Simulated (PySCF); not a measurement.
# TiSe₂: relaxation and vibrations of the singlet

Where does singlet TiSe₂ go from a side-on start, is the end point a minimum, and what are its modes, charges and moments?

The runs use PySCF 2.14.0; B3LYP, basis Ti def2-SVP, Se def2-SVP, no relativity, density fitting.

### Step 1. Starting geometry

3 atoms, charge 0, spin multiplicity 1.

Bond lengths: Ti1–Se2 2.596 Å, Ti1–Se3 2.596 Å, Se2–Se3 2.340 Å. Angles: Se2–Ti1–Se3 53.6°, Ti1–Se2–Se3 63.2°, Ti1–Se3–Se2 63.2°.

Z-matrix (Å, degrees; charge 0 multiplicity 1):
```
Ti
Se 1 2.5956
Se 2 2.3400 1 63.21
```

### Step 2. The SCF at the typed geometry

One driver script runs all steps and calls PySCF; scf.py shows how it sets up the SCF of each step. The optimiser is the driver's own. After this first run the driver tries any further starts and a stability analysis.

The input, scf.py:

```python
from pyscf import gto, scf, dft
mol = gto.M(atom='''
Ti     0.000000     0.000000     0.000000
Se     1.170000     0.000000     2.316900
Se    -1.170000     0.000000     2.316900''',
    basis={'Ti': 'def2-SVP', 'Se': 'def2-SVP'},
    charge=0, spin=0)
mf = dft.RKS(mol, xc='B3LYP')
mf.grids.atom_grid = (50, 194)
aux = {'Ti': 'def2-universal-JKFIT', 'Se': 'def2-universal-JKFIT'}
mf = mf.density_fit(auxbasis=aux)
mf.conv_tol = 1e-08
mf.diis_space = 10
mf.max_cycle = 60
mf.init_guess = 'minao'
mf.verbose = 4
mf.kernel()
```

Launch:

```
$ OMP_NUM_THREADS=2 python axn.py task.json out
```

The runs that follow: Relaxation: side-on start, singlet; Frequencies; The broken-symmetry singlet; Hessian and properties.

**Question.** What will these runs give? Wanted: minimum; geometry; wavenumbers; dipole moment; highest occupied, lowest empty level; polar-tensor charge of Ti1; zero-point energy; atomisation energy; ⟨S²⟩.

The runs gave:

| quantity | value |
| --- | --- |
| minimum | broken-symmetry (Ms = 0), C2v |
| geometry | Ti–Se 2.278 Å (×2); Se–Ti–Se 94.6° |
| wavenumbers (cm⁻¹) | 93 (a1), 298 (b2), 388 (a1) |
| dipole moment | 5.91 D |
| highest occupied, lowest empty level (either spin) | -5.65, -4.05 eV |
| polar-tensor charge of Ti1 | +0.72 e |
| zero-point energy | 4.7 kJ/mol |
| entropy at 298.15 K | 313.5 J/(mol K) |
| atomisation energy (no zero-point energy) | 704 kJ/mol |
| ⟨S²⟩ | 1.066 |

The side-on start keeps its C2v symmetry and ends in a minimum. The determinant is spin-contaminated (⟨S²⟩ = 1.07 against 0.00), so it is no pure spin state. The strongest infrared band lies at 388 cm⁻¹ (a1). With 5.9 D the molecule is strongly polar. Other starts or spin states, not run here, may lie lower.
